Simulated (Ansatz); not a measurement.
# CH₆GaOSi radical: small, medium and large basis sets

The task here is to estimate one member of a computed series from the others.

Program: Ansatz 0.2.0, Gaussian basis. Level of theory: one geometry, several basis sets. These are calculated values, not measurements.

Plan: PBE0-D4/def2-SVP; ωB97M-V/def2-SVP; PBE0-D4/def2-QZVPP; ωB97M-V/def2-QZVPP; the functionals' def2-TZVPP values are taken from earlier runs.

## The relaxed structure

The geometry comes from an earlier relaxation with PBE0-D4 in a triple-zeta def2 set; it is a stationary point, not always the lowest conformer.

SMILES `[CH3][Ga][O][SiH3]`, 10 atoms, charge 0, spin multiplicity 2.

Atoms are counted from 1 here; the program's logs count them from 0.

Bond lengths: C1–Ga2 2.001 Å, C1–H5 1.088 Å, C1–H6 1.092 Å, C1–H7 1.092 Å, Ga2–O3 1.804 Å, O3–Si4 1.628 Å, Si4–H8 1.492 Å, Si4–H9 1.489 Å, Si4–H10 1.489 Å. Angles: Ga2–C1–H5 111.9°, Ga2–C1–H6 107.3°, Ga2–C1–H7 107.3°, H5–C1–H6 110.5°, H5–C1–H7 110.4°, H6–C1–H7 109.3°, C1–Ga2–O3 112.5°, Ga2–O3–Si4 142.4°, O3–Si4–H8 111.8°, O3–Si4–H9 110.2°, O3–Si4–H10 110.1°, H8–Si4–H9 108.1°, H8–Si4–H10 108.1°, H9–Si4–H10 108.4°.

As a file:

```xyz
10
CH6GaOSi
C     0.3926    2.4280    0.2915
Ga   -0.1477    0.6596    1.0567
O    -0.0878   -0.6673   -0.1637
Si   -0.3468   -2.2642   -0.3477
H     0.3362    3.2248    1.0299
H    -0.2752    2.6363   -0.5471
H     1.4149    2.3231   -0.0783
H    -0.7798   -2.9048    0.9282
H    -1.4071   -2.4987   -1.3661
H     0.9006   -2.9369   -0.8034
```

The first run:

Input file in.yaml:

```yaml
crystal:
  periodic: [false, false, false]
  atoms:
    - {symbol: C, position_ang: [0.392633, 2.427961, 0.291513]}
    - {symbol: Ga, position_ang: [-0.147652, 0.659648, 1.056707]}
    - {symbol: O, position_ang: [-0.087768, -0.667278, -0.163673]}
    - {symbol: Si, position_ang: [-0.346819, -2.264194, -0.347706]}
    - {symbol: H, position_ang: [0.336169, 3.224830, 1.029935]}
    - {symbol: H, position_ang: [-0.275179, 2.636273, -0.547135]}
    - {symbol: H, position_ang: [1.414886, 2.323062, -0.078334]}
    - {symbol: H, position_ang: [-0.779751, -2.904762, 0.928171]}
    - {symbol: H, position_ang: [-1.407087, -2.498659, -1.366110]}
    - {symbol: H, position_ang: [0.900569, -2.936892, -0.803356]}
basis:
  gaussian: {orbitals: def2-SVP}
magnetization: {spin_polarized: true, initial_magnetization: 1}
hamiltonian: {xc: pbe0, dispersion: d4}
output: {orbitals: {seedname: orbitals}}
```

Launch:

```console
$ ansatz run in.yaml --threads 4 --pin off --events-out ev --progress --plain --max-ram 10444MiB
```

Among the steps run: PBE0-D4 in def2-SVP; ωB97M-V in def2-SVP; PBE0-D4 in def2-QZVPP; ωB97M-V in def2-QZVPP.

One table of the session follows, with a row left open; its other results are not shown here.

It belongs to the step «Density functionals: the series». 

```
functional       basis  HOMO (eV)  LUMO (eV)
   PBE0-D4    def2-SVP      -5.75      -2.64
   PBE0-D4  def2-TZVPP      -5.79      -2.67
   PBE0-D4  def2-QZVPP      -5.81      -2.71
   ωB97M-V    def2-SVP      -7.75      -1.00
   ωB97M-V  def2-TZVPP      -7.79      -1.04
   ωB97M-V  def2-QZVPP          ?          ?
```

Q: Estimate the row for ωB97M-V, def2-QZVPP from the others.

As computed: HOMO (eV): -7.82; LUMO (eV): -1.15. In the column «HOMO (eV)» it is the lowest.
